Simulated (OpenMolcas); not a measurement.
# One shape, several levels: doublet GaNH2ClF+

We compute a comparison of 6 runs (UHF/3-21G, UHF/6-31G*, UB3LYP/6-31G*, UM06-2X/6-31G*, ROMP2/6-31G*, ROCCSD(T)/6-31G*) of doublet GaNH2ClF+. 

Program for the calculation: OpenMolcas 26.06.

2 further runs of the same task are left out: 2 set aside as unsound or not needed.

## (1) The structure to begin with

GaNH2ClF+: 6 atoms, total charge +1, spin state doublet. SMILES of the parent species: `[NH2][Ga]([F])[Cl]`. The coordinates come from a PBE0-D4/def2-TZVP relaxation. That shape belongs to the parent species and isn't relaxed for this state.

Bond lengths: N1–Ga2 1.791 Å, Ga2–F3 1.743 Å, Ga2–Cl4 2.117 Å, N1–H5 1.005 Å, N1–H6 1.005 Å. Angles: N1–Ga2–F3 119.0°, N1–Ga2–Cl4 124.0°, F3–Ga2–Cl4 116.9°, Ga2–N1–H5 121.8°, Ga2–N1–H6 122.2°, H5–N1–H6 113.3°.

## (2) The energy at UHF/3-21G (run 1)

File mol.inp:

```
* ClFGaH2N Hartree-Fock

&GATEWAY
  BasLib = $CurrDir
  Coord
  6
  angstrom
  N       -0.193400       1.027000      -0.045900
  Ga       0.233000      -0.711000       0.012900
  F        1.569300      -1.221300       1.009300
  Cl      -0.740100      -2.208600      -1.123700
  H        0.201900       1.691500       0.596800
  H       -1.028600       1.358600      -0.495600
  Basis = 3-21G
  Group = NoSym

&SEWARD

&SCF
  UHF
  Charge = 1
  Spin = 2
  Thresholds = 1e-10 1e-07 1e-07 1e-05
  PrOrbitals = 1 1
```

The basis set 3-21G is read from a file made from the Basis Set Exchange's data (not shown).

Command:

```sh
export MOLCAS_MEM=1860
pymolcas mol.inp > mol.log
```

The log of the run:

```text
--- Start Module: gateway ---
[...]
--- Stop Module: gateway /rc=_RC_ALL_IS_WELL_ ---
--- Start Module: seward ---
[...]
      Basis functions           57
--- Stop Module: seward /rc=_RC_ALL_IS_WELL_ ---
[...]
--- Start Module: scf ---
[...]
       Convergence after  22 Iterations
[...]
::    Total SCF energy                              -2525.1817475631
[...]
      Total spin, S                                     0.5037359773
[...]
      Total electronic charge=   65.000000
      Total            charge=    1.000000
[...]
      Dipole Moment (debye):
      Origin of the operator (angstrom)=    0.1184   -0.9501   -0.1423
                   X= -2.5360E+00               Y=  1.0318E+01               Z=  6.3740E-01           Total=  1.0644E+01
      Center of Charge (angstrom)
[...]
--- Stop Module: scf /rc=_RC_ALL_IS_WELL_ ---
[...]
```

It took 4.5 s on 1 thread of Intel Xeon Platinum 8259CL at 2.50GHz (Skylake/Cascade Lake), shared host; peak memory 0.39 GiB.

## (3) A single-point energy at UHF/6-31G(d) (spherical functions) (run 2)

File calc.inp:

```
&GATEWAY
BasLib
$CurrDir
Coord
6
bohr
N     -0.36547303     1.94074873    -0.08673843
Ga     0.44030619    -1.34359527     0.02437747
F      2.96554721    -2.30792252     1.90730058
Cl    -1.39858630    -4.17364912    -2.12348525
H      0.38153570     3.19647174     1.12778855
H     -1.94377229     2.56738191    -0.93654827
Basis
6-31Gs
Group
NoSym
&SEWARD
&SCF
UHF
Charge
1
Spin
2
Thresholds
1e-10 1e-07 1e-07 1e-05
PrOrbitals
1 2
```

The basis set 6-31G* is read from a file made from the Basis Set Exchange's data (not shown).

Command:

```sh
export MOLCAS_MEM=1860
pymolcas calc.inp > calc.log
```

The log of the run:

```text
--- Start Module: gateway ---
[...]
--- Stop Module: gateway /rc=_RC_ALL_IS_WELL_ ---
--- Start Module: seward ---
[...]
      Basis functions           82
--- Stop Module: seward /rc=_RC_ALL_IS_WELL_ ---
[...]
--- Start Module: scf ---
[...]
       Convergence after  23 Iterations
[...]
::    Total SCF energy                              -2537.2776968420
[...]
      Total spin, S                                     0.5044020644
[...]
      Total electronic charge=   65.000000
      Total            charge=    1.000000
[...]
      Dipole Moment (debye):
      Origin of the operator (angstrom)=    0.1184   -0.9501   -0.1423
                   X= -2.8007E+00               Y=  9.5442E+00               Z=  1.6099E-01           Total=  9.9479E+00
      Center of Charge (angstrom)
[...]
--- Stop Module: scf /rc=_RC_ALL_IS_WELL_ ---
[...]
```

Wall time 14 s (1 thread of Intel Xeon Platinum 8259CL at 2.50GHz (Skylake/Cascade Lake), shared host); peak memory 0.46 GiB.

Runs 3 to 5 aren't shown in full; the table further down has their settings and results.

## (4) A single-point energy at ROCCSD(T)/6-31G(d) (spherical functions) (run 6)

File job.inp:

```
* ClFGaH2N CCSD(T)
>>> EXPORT MOLCAS_PRINT=2
&GATEWAY
BASLIB
$CurrDir
COORD
6
angstrom
N       -0.193400       1.027000      -0.045900
Ga       0.233000      -0.711000       0.012900
F        1.569300      -1.221300       1.009300
Cl      -0.740100      -2.208600      -1.123700
H        0.201900       1.691500       0.596800
H       -1.028600       1.358600      -0.495600
BASIS
6-31Gs
GROUP
NoSym
&SEWARD
&SCF
UHF
CHARGE
1
SPIN
2
THRESHOLDS
1e-10 1e-07 1e-07 1e-05
PRORBITALS
0
&RASSCF
FILEORB
$Project.UnaOrb
SPIN
2
NACTEL
1 0 0
INACTIVE
32
RAS2
1
OUTORBITALS
Canonical
ORBLISTING
Nothing
&MOTRA
JOBIPH
FROZEN
16
&CCSDT
CCT
TRIPLES
3
ITERATIONS
80
ACCURACY
1e-08
EXTRAPOLATION
5 4
```

The basis set 6-31G* is read from a file made from the Basis Set Exchange's data (not shown).

Command:

```sh
export MOLCAS_MEM=1860
pymolcas job.inp > job.log
```

The log of the run:

```text
--- Start Module: gateway ---
[...]
--- Stop Module: gateway /rc=_RC_ALL_IS_WELL_ ---
[...]
      Basis functions           82
[...]
       Convergence after  23 Iterations
[...]
::    Total SCF energy                              -2537.2776968428
[...]
      Total spin, S                                     0.5044020644
[...]
      Number of active orbitals                  1
[...]
      Spin quantum number                      0.5
[...]
      Active orbitals                            1
[...]
      Number of CSFs                             1
[...]
      Number of root(s) required                 1
[...]
      Convergence after 10 iterations
[...]
      printout of CI-coefficients larger than  0.05 for root  1
      energy=   -2537.273270
      conf/sym  1     Coeff  Weight
             1  u   1.00000 1.00000
      Natural orbitals and occupation numbers for root  1
      sym 1:   1.000000
      ************************************************************************************************************************
      *                                                    Final results                                                     *
[...]
::    RASSCF root number  1 Total energy:  -2537.27326986
[...]
      Total electronic charge=   65.000000
      Total            charge=    1.000000
[...]
      Dipole Moment (debye):
      Origin of the operator (angstrom)=    0.1184   -0.9501   -0.1423
                   X= -2.8005E+00               Y=  9.5512E+00               Z=  1.6181E-01           Total=  9.9546E+00
      Center of Charge (angstrom)
[...]
--- Start Module: motra ---
[...]
      *** WARNING: Default frozen orbitals is overwritten by user input.
      *** Default values:  21
[...]
--- Stop Module: motra /rc=_RC_ALL_IS_WELL_ ---
[...]
--- Start Module: ccsdt ---
[...]
      Convergence after                    22  Iterations
      Total energy (diff) :   -2537.95083933       0.00000000
[...]
 METHOD                       : CCSD+T(CCSD)+<T3(1)WT1>+<T3(1)UT2> = CCSD(T)
[...]
       CCSD     =     -2537.9508393345318
[...]
--- Stop Module: ccsdt /rc=_RC_ALL_IS_WELL_ ---
[...]
```

It took 88 s on 1 thread of Intel Xeon Platinum 8259CL at 2.50GHz (Skylake/Cascade Lake), shared host; peak memory 0.46 GiB.

## (5) The series

```tsv
run	level	integration grid	frozen core orbitals	energy (Eh)	HOMO energy (eV)	LUMO energy (eV)	⟨S²⟩	wall time
1	UHF/3-21G	–	–	-2525.181748	-17.62	-7.45	0.757	4.5 s
2	UHF/6-31G* (spherical functions)	–	–	-2537.277697	-17.58	-7.47	0.759	14 s
3	UB3LYP/6-31G* (spherical functions)	UltraFine	–	-2540.338167	-14.50	-13.00	0.758	58 s
4	UM06-2X/6-31G* (spherical functions)	UltraFine	–	-2540.190977	-15.68	-11.67	0.755	67 s
5	ROMP2/6-31G* (spherical functions)	–	16	-2537.943700	–	–	–	21 s
6	ROCCSD(T)/6-31G* (spherical functions)	–	16	-2537.965492	–	–	–	88 s
```

## (6) Outcome

| quantity | value |
| --- | --- |
| run 6: total energy | -2537.96549 Eh |
| run 6: (T) correction | -14.65 mEh |

What this shows: Totals of different functionals can't be ranked against each other. All runs together took 4.2 min, the longest 88 s.
